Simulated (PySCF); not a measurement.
# A workflow on GeNH4Cl (SMILES [NH2][GeH2][Cl]), part 2 of 2

PySCF 2.14.0. Earlier steps stand in the parts before.

## Step 4: The energy at CCSD(T)/STO-6G (run 3)

File input.xyz:

```xyz
7

N     -0.794052     0.367422    -0.688571
Ge     0.595160     0.004597     0.345995
Cl     0.528507    -2.110898     1.135154
H     -1.682273     0.635261    -0.322714
H     -0.815446     0.137279    -1.658767
H      0.555648     0.863937     1.575857
H      1.858268     0.066693    -0.461992
```

File run.py:

```python
from pyscf import gto, scf, cc

molecule = gto.M(
    atom='input.xyz',
    verbose=4,
    max_memory=1860,
    basis='sto-6g',
    cart=True,
    charge=0,
)

hf = scf.RHF(molecule)
hf.kernel()

mycc = cc.CCSD(hf, frozen=15)
mycc.kernel()
e_t = mycc.ccsd_t()
e_tot = mycc.e_tot + e_t
print(f'total energy: {e_tot:.8f} hartree')
```

Started as:

```
OMP_NUM_THREADS=1 python run.py
```

The program printed:

```text
PySCF version 2.14.0

[INPUT] num. atoms = 7
[INPUT] num. electrons = 60
[INPUT] charge = 0
[INPUT] spin (= nelec alpha-beta = 2S) = 0
[INPUT] symmetry False subgroup None
[INPUT] Mole.unit = angstrom
[INPUT] Cartesian GTO integrals (6d 10f)
[INPUT] Symbol           X                Y                Z      unit          X                Y                Z       unit  Magmom
[INPUT]  1 N     -0.794052000000   0.367422000000  -0.688571000000 AA   -1.500540808663   0.694326952140  -1.301210607318 Bohr   0.0
[INPUT]  2 Ge     0.595160000000   0.004597000000   0.345995000000 AA    1.124689400296   0.008687070995   0.653835790469 Bohr   0.0
[INPUT]  3 Cl     0.528507000000  -2.110898000000   1.135154000000 AA    0.998733484916  -3.989019096892   2.145130169205 Bohr   0.0
[INPUT]  4 H     -1.682273000000   0.635261000000  -0.322714000000 AA   -3.179035236750   1.200469307617  -0.609841076563 Bohr   0.0
[INPUT]  5 H     -0.815446000000   0.137279000000  -1.658767000000 AA   -1.540969609372   0.259419712654  -3.134615334466 Bohr   0.0
[INPUT]  6 H      0.555648000000   0.863937000000   1.575857000000 AA    1.050022541662   1.632604318878   2.977938141479 Bohr   0.0
[INPUT]  7 H      1.858268000000   0.066693000000  -0.461992000000 AA    3.511617586043   0.126031504426  -0.873038351740 Bohr   0.0

nuclear repulsion = 271.641302301414
number of shells = 20
number of NR pGTOs = 222
number of NR cGTOs = 37
basis = sto-6g
ecp = {}

******** <class 'pyscf.scf.hf.RHF'> ********
method = RHF
initial guess = minao
damping factor = 0
level_shift factor = 0
DIIS = <class 'pyscf.scf.diis.CDIIS'>
diis_start_cycle = 1
diis_space = 8
diis_damp = 0
SCF conv_tol = 1e-09
SCF conv_tol_grad = None
SCF max_cycles = 50
direct_scf = True
direct_scf_tol = 1e-13
Set gradient conv threshold to 3.16228e-05
Initial guess from minao.
init E= -2576.78539963671
  HOMO = -0.436641130080897  LUMO = -0.0652521557414021  gap/eV = 10.10601
cycle= 1 E= -2579.0224754202  delta_E= -2.24  |g|= 0.504  |ddm|=  289
  HOMO = -0.270832378488959  LUMO = 0.336871703841436  gap/eV = 16.53647
cycle= 2 E= -2579.08298125573  delta_E= -0.0605  |g|= 0.0632  |ddm|= 50.5
  HOMO = -0.330893343985087  LUMO = 0.303512178784708  gap/eV = 17.26305
cycle= 3 E= -2579.08561298718  delta_E= -0.00263  |g|= 0.0224  |ddm|= 0.366
  HOMO = -0.324920256850567  LUMO = 0.300891402490742  gap/eV = 17.02920
cycle= 4 E= -2579.08589267045  delta_E= -0.00028  |g|= 0.00561  |ddm|= 0.116
  HOMO = -0.32781954537583  LUMO = 0.300402691982444  gap/eV = 17.09480
cycle= 5 E= -2579.08592255552  delta_E= -2.99e-05  |g|= 0.00139  |ddm|= 0.0432
  HOMO = -0.327839037099654  LUMO = 0.300368955019773  gap/eV = 17.09441
cycle= 6 E= -2579.08592439265  delta_E= -1.84e-06  |g|= 0.000261  |ddm|= 0.0444
  HOMO = -0.327898084322931  LUMO = 0.300389471497849  gap/eV = 17.09658
cycle= 7 E= -2579.08592445625  delta_E= -6.36e-08  |g|= 3.89e-05  |ddm|= 0.00302
  HOMO = -0.327898726924299  LUMO = 0.300383888484072  gap/eV = 17.09644
cycle= 8 E= -2579.0859244576  delta_E= -1.36e-09  |g|= 8.74e-06  |ddm|= 0.000671
  HOMO = -0.327898055288927  LUMO = 0.30038437021177  gap/eV = 17.09644
cycle= 9 E= -2579.08592445767  delta_E= -6.46e-11  |g|= 1.29e-06  |ddm|= 0.000253
  HOMO = -0.327897941866306  LUMO = 0.300384197987204  gap/eV = 17.09643
Extra cycle  E= -2579.08592445764  delta_E= 2.36e-11  |g|= 5.46e-07  |ddm|= 1.28e-05
converged SCF energy = -2579.08592445764

******** <class 'pyscf.cc.ccsd.CCSD'> ********
CC2 = 0
CCSD nocc = 15, nmo = 22
frozen orbitals 15
max_cycle = 50
direct = 0
conv_tol = 1e-07
conv_tol_normt = 1e-05
diis_space = 6
diis_start_cycle = 0
diis_start_energy_diff = 1e+09
Init t2, MP2 energy = -2579.17194931525  E_corr(MP2) -0.0860248576002487
Init E_corr(CCSD) = -0.0860248576004117
cycle = 1  E_corr(CCSD) = -0.103363010083959  dE = -0.0173381525  norm(t1,t2) = 0.0479801
cycle = 2  E_corr(CCSD) = -0.109821379766667  dE = -0.00645836968  norm(t1,t2) = 0.0171009
cycle = 3  E_corr(CCSD) = -0.112878818887878  dE = -0.00305743912  norm(t1,t2) = 0.00724275
cycle = 4  E_corr(CCSD) = -0.113318318365905  dE = -0.000439499478  norm(t1,t2) = 0.00177989
cycle = 5  E_corr(CCSD) = -0.113259948484568  dE = 5.83698813e-05  norm(t1,t2) = 0.000761361
cycle = 6  E_corr(CCSD) = -0.113258041533488  dE = 1.90695108e-06  norm(t1,t2) = 0.000145834
cycle = 7  E_corr(CCSD) = -0.113257373306925  dE = 6.68226563e-07  norm(t1,t2) = 5.84396e-05
cycle = 8  E_corr(CCSD) = -0.113256814918974  dE = 5.58387951e-07  norm(t1,t2) = 1.84073e-05
cycle = 9  E_corr(CCSD) = -0.113256738557026  dE = 7.63619483e-08  norm(t1,t2) = 6.75779e-06
CCSD converged
E(CCSD) = -2579.199181196202  E_corr = -0.1132567385570256
CCSD(T) correction = -0.00183451311634782
total energy: -2579.20101571 hartree
```

It took 2.6 s on 1 thread of Intel Xeon at 2.70GHz, shared host; peak memory 0.14 GiB.

## Step 5: The excited states at TDA-TPSS/cc-pV(D+d)Z (sfX2C, spin of roots triplet) (run 4)

File geometry.xyz:

```xyz
7
ClGeH4N
N     -0.794052     0.367422    -0.688571
Ge     0.595160     0.004597     0.345995
Cl     0.528507    -2.110898     1.135154
H     -1.682273     0.635261    -0.322714
H     -0.815446     0.137279    -1.658767
H      0.555648     0.863937     1.575857
H      1.858268     0.066693    -0.461992
```

File run.py:

```python
from pyscf import gto, dft, tdscf

mol = gto.Mole()
mol.atom = 'geometry.xyz'
mol.max_memory = 1860
mol.verbose = 3
mol.basis = 'cc-pv(d+d)z'
mol.build()

mf = dft.RKS(mol, xc='tpss')
mf = mf.sfx2c1e()
mf.kernel()

e_tot = mf.e_tot
print(f'total energy: {e_tot:.8f} hartree')

td = tdscf.TDA(mf)
td.nstates = 6
td.singlet = False
td.kernel()
td.analyze()
roots = td.e * 27.211386
```

Started as:

```
OMP_NUM_THREADS=1 python run.py
```

The program printed:

```text
converged SCF energy = -2612.76442846018
total energy: -2612.76442846 hartree
Excitation energies (eV)
[5.33071611 5.95304356 6.11703728 6.2436331  6.9782279  7.04111145]

** Triplet excitation energies and oscillator strengths **
```

Run time: 92 s. Hardware: 1 thread of Intel Xeon at 2.70GHz, shared host; peak memory 0.64 GiB.

The roots found:

| excited state | energy (eV) |
| --- | --- |
| 1 | 5.331 |
| 2 | 5.953 |
| 3 | 6.117 |
| 4 | 6.244 |
| 5 | 6.978 |
| 6 | 7.041 |

## Step 6: What came out

What follows sums up all 2 parts.

```
                                                                quantity             value
                               run 1, HF/CRENBL: total energy at the end     -120.50876 Eh
                                         run 1, HF/CRENBL: dipole moment            4.03 D
                                           run 1, HF/CRENBL: HOMO energy         -11.24 eV
                                           run 1, HF/CRENBL: LUMO energy           3.37 eV
                                         run 1, HF/CRENBL: HOMO–LUMO gap          14.62 eV
                                          run 2, HF/CRENBL: total energy     -120.50874 Eh
                            run 2, HF/CRENBL: lowest harmonic wavenumber          195 cm⁻¹
                           run 2, HF/CRENBL: highest harmonic wavenumber         3897 cm⁻¹
                                     run 2, HF/CRENBL: zero-point energy      122.1 kJ/mol
run 2, HF/CRENBL: ideal-gas entropy at 200 K (symmetry number 1 as used)  66.4 cal/(mol K)
                                     run 3, CCSD(T)/STO-6G: total energy    -2579.20102 Eh
             run 3, CCSD(T)/STO-6G: dipole moment (Hartree–Fock density)            3.65 D
              run 3, CCSD(T)/STO-6G: HOMO energy (Hartree–Fock orbitals)          -8.92 eV
              run 3, CCSD(T)/STO-6G: LUMO energy (Hartree–Fock orbitals)           8.17 eV
            run 3, CCSD(T)/STO-6G: HOMO–LUMO gap (Hartree–Fock orbitals)          17.10 eV
     run 3, CCSD(T)/STO-6G: correlation energy (15 core orbitals frozen)        -115.1 mEh
                                   run 3, CCSD(T)/STO-6G: (T) correction         -1.83 mEh
                                    run 3, CCSD(T)/STO-6G: T1 diagnostic             0.008
          run 4, TDA-TPSS/cc-pV(D+d)Z: ground-state or mean-field energy    -2612.76443 Eh
     run 4, TDA-TPSS/cc-pV(D+d)Z: dipole moment (TPSS Kohn–Sham density)            3.34 D
      run 4, TDA-TPSS/cc-pV(D+d)Z: HOMO energy (TPSS Kohn–Sham orbitals)          -6.23 eV
      run 4, TDA-TPSS/cc-pV(D+d)Z: LUMO energy (TPSS Kohn–Sham orbitals)          -0.53 eV
    run 4, TDA-TPSS/cc-pV(D+d)Z: HOMO–LUMO gap (TPSS Kohn–Sham orbitals)           5.70 eV
           run 4, TDA-TPSS/cc-pV(D+d)Z: lowest triplet excitation energy           5.33 eV
```

**Reading.** The optimisation (run 1, HF/CRENBL) took 7 steps and changed the energy by -0.768 eV. All 15 modes (run 2, HF/CRENBL) are real, so the shape is a minimum at this level. Mulliken charges (run 3, CCSD(T)/STO-6G) of the mean-field density run from -0.64 on N1 to +0.94 on Ge2; they depend strongly on the basis. The triples (run 3, CCSD(T)/STO-6G) make up 1.6 % of the correlation energy. Roots above 6.2 eV lie over the negative of the HOMO energy, where those of Rydberg kind are poorly described; valence roots are less touched.
